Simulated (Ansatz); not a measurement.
# Ge7Os: what a guessed cell relaxes into

Where does this trial cell of Ge7Os go when cell and atoms are let free?

Computed with Ansatz 0.2.0 (DFT PBE, scalar-relativistic, plane waves, PAW, unless a step's input says otherwise).

## (1) The starting structure

It takes space group Fm-3m (No. 225, cubic). The conventional cell has a = 8.264 Å, b = 8.264 Å, c = 8.264 Å, α = 90.00°, β = 90.00°, γ = 90.00°. Ge (site symmetry m-3m) is surrounded by 12 Ge at 2.92 Å. Around Ge (site symmetry mmm) lie 10 Ge at 2.92 Å and 2 Os at 2.92 Å. Around Os (site symmetry m-3m) lie 12 Ge at 2.92 Å.

Coordinates:

```cif
data_structure
_symmetry_space_group_name_H-M 'P 1'
_symmetry_Int_Tables_number 1
_cell_length_a 5.8437
_cell_length_b 5.8437
_cell_length_c 5.8437
_cell_angle_alpha 60.000
_cell_angle_beta 60.000
_cell_angle_gamma 60.000
_cell_volume 141.11
loop_
_atom_site_label
_atom_site_type_symbol
_atom_site_fract_x
_atom_site_fract_y
_atom_site_fract_z
_atom_site_occupancy
Ge1 Ge 0.50000 0.50000 0.50000 1
Ge2 Ge 0.50000 0.00000 0.00000 1
Ge3 Ge 0.50000 0.00000 0.50000 1
Ge4 Ge 0.00000 0.50000 0.50000 1
Ge5 Ge 0.00000 0.50000 0.00000 1
Ge6 Ge 0.50000 0.50000 0.00000 1
Ge7 Ge 0.00000 0.00000 0.50000 1
Os1 Os 0.00000 0.00000 0.00000 1
```

Recipe of the guess: species swapped into a database cell of CuPt7 (Fm-3m, No. 225), with Os on the Cu sites and Ge on the Pt sites. Lengths come from tabulated atomic sizes and are only a guess.

## (2) Probe: one point on a coarse mesh

The input, input.yaml:

```yaml
crystal:
  lattice:
    - [0.0, 4.13214515, 4.13214515]
    - [4.13214515, 0.0, 4.13214515]
    - [4.13214515, 4.13214515, 0.0]
  atoms:
    - { symbol: Ge, position: [0.5, 0.5, 0.5] }
    - { symbol: Ge, position: [0.5, 0.0, 0.0] }
    - { symbol: Ge, position: [0.5, 0.0, 0.5] }
    - { symbol: Ge, position: [0.0, 0.5, 0.5] }
    - { symbol: Ge, position: [0.0, 0.5, 0.0] }
    - { symbol: Ge, position: [0.5, 0.5, 0.0] }
    - { symbol: Ge, position: [0.0, 0.0, 0.5] }
    - { symbol: Os, position: [0.0, 0.0, 0.0] }
basis:
  ecutwfc: 420
kpoints:
  mp_grid: { grid: [4, 4, 4] }
hamiltonian:
  xc: pbe
scf:
  occupations: { method: gaussian, width: 0.1 }
  lower_state_search: "off"
output:
  forces: true
  stress: true
  eigenvalues: true
```

The run is started by

```sh
ansatz run input.yaml --threads 1 --pin off --max-ram 2560MiB --backend cpu --events-out ev --progress --plain --runs-dir out
```

The session goes on with these runs: spin check on a coarse mesh; final relaxation.

Q: Predict the outcome of this session. Wanted: conventional cell; volume; energy over the elements; gap on the mesh.

**Answer**, as computed:

```
                              quantity                                                                      value
symmetry at the end (tolerance 0.05 Å)                                                space group Fm-3m (No. 225)
                     conventional cell  a = 8.279 Å, b = 8.279 Å, c = 8.279 Å, α = 90.00°, β = 90.00°, γ = 90.00°
                                volume                                                              17.73 Å³/atom
              energy over the elements                                                              +0.50 eV/atom
                       gap on the mesh                                                               none (metal)
```

In words: The space group Fm-3m (No. 225) is kept, and the volume per atom grows by 0.5 % from the first guess. With a positive formation energy it can't be a ground state. No finished test with a distortion of lower symmetry is shown, so the end may be a saddle point. Spin-orbit coupling is left out for Os. Other magnetic orders were not searched.
